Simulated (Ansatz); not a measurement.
**AlCl₂F (SMILES [F][Al]([Cl])[Cl]): single points off equilibrium**

One table from this session's results is given with a row withheld; the runs are named, their logs left out.

Method: single points in def2-TZVPP; program: Ansatz 0.2.0, Gaussian basis.

Cores are frozen in the correlated methods.

## Starting geometry

SMILES `[F][Al]([Cl])[Cl]`, 4 atoms, charge 0, spin multiplicity 1.

Atoms are counted from 1 here; the program's logs count them from 0.

Bond lengths: F1–Al2 1.708 Å, Al2–Cl3 2.013 Å, Al2–Cl4 1.919 Å. Angles: F1–Al2–Cl3 115.6°, F1–Al2–Cl4 112.9°, Cl3–Al2–Cl4 131.4°.

Geometry (Å):

```xyz
4

F     0.0797    0.4162    1.6382
Al   -0.0029    0.0085   -0.0188
Cl    1.2596   -1.4378   -0.6238
Cl   -1.3021    1.0438   -0.9802
```

The first run:

The input, run/in.yaml:

```yaml
crystal:
  periodic: [false, false, false]
  atoms:
    - {symbol: F, position_ang: [0.079700, 0.416200, 1.638200]}
    - {symbol: Al, position_ang: [-0.002900, 0.008500, -0.018800]}
    - {symbol: Cl, position_ang: [1.259600, -1.437800, -0.623800]}
    - {symbol: Cl, position_ang: [-1.302100, 1.043800, -0.980200]}
basis:
  gaussian: {orbitals: def2-TZVPP}
correlation: {method: ccsd_t}
output: {forces: true}
```

No record of the launch command was kept for these runs.

Among the steps run: CCSD(T)/def2-TZVPP; PBE0-D4/def2-TZVPP; wB97M-V/def2-TZVPP; r2SCAN-D4/def2-TZVPP; PBE-D4/def2-TZVPP; LC-wPBE/def2-TZVPP; B97M-V/def2-TZVPP.

One of the session's tables, all rows but one given; the rest of the session is left out.

| method | RMS force component (eV/Å) | angle to CCSD(T) forces (°) | dipole (D) |
| --- | --- | --- | --- |
| CCSD(T) | 1.873 | reference | 1.53 |
| PBE0-D4 | 1.779 | 2.0 | 1.54 |
| wB97M-V | 1.777 | 0.9 | 1.53 |
| r2SCAN-D4 | 1.788 | 1.2 | 1.49 |
| PBE-D4 | 1.749 | 4.9 | 1.47 |
| LC-wPBE | 1.708 | 3.0 | 1.51 |
| B97M-V | ? | ? | ? |

Q: Estimate the row for B97M-V from the others.

The run gave: RMS force component (eV/Å): 1.782; angle to CCSD(T) forces (°): 4.2; dipole (D): 1.51. In the column «RMS force component (eV/Å)» it lies between PBE0-D4 (1.779) and r2SCAN-D4 (1.788).
